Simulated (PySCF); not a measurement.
# C3H7AlO: the cost of one run

The runs use PySCF 2.14.0, with density-fitted response routines of our own; the level of theory stands in each step. All values are computed, except where a source is named. Atoms count from 0, in the outputs and in this text.

## Step 1: Starting geometry

12 atoms, charge 0, multiplicity 1; geometry from: GFN2-xTB. The atoms were then displaced at random by about 0.01 Å, so the start is not that level's minimum.

Bonds of the start (Å): C0–C1 1.33, C1–C2 1.51, C1–O3 1.40, O3–Al4 1.61, C0–H5 1.04, C0–H6 1.08, C2–H7 1.10, C2–H8 1.06, C2–H9 1.11, Al4–H10 1.52, Al4–H11 1.55.

## Step 2: Relaxing the molecule at PBE0-D3(BJ)/def2-SVP

The job: settings as JSON, then the geometry in Å.

```
{"job": {"xc": "PBE0", "basis": "def2-SVP", "d3": "d3bj", "grid": 1, "shake": 0.01, "kind": "geom"}, "charge": 0, "multiplicity": 1}
C     -1.142560    -1.350850    -0.727460
C     -0.528010    -0.212310    -0.427830
C     -1.207920     1.098850    -0.137810
O      0.867220    -0.162530    -0.359580
Al     2.471640    -0.076220    -0.275450
H     -0.629610    -2.230010    -0.936710
H     -2.225190    -1.357410    -0.786150
H     -0.825150     1.860380    -0.840120
H     -2.268630     1.014680    -0.178680
H     -0.915940     1.428550     0.882270
H      3.319100    -1.315340    -0.530890
H      3.124740     1.273950     0.103710
```

Started as:

```bash
OMP_NUM_THREADS=1 python probes_run.py task.json out
```

One launch serves the whole session: the jobs run in the order shown.

**Question.** How long does this first job take on 1 thread of Arm Neoverse V1, shared host, and how much memory does it need?

About 75 s, with a peak of 0.45 GiB.
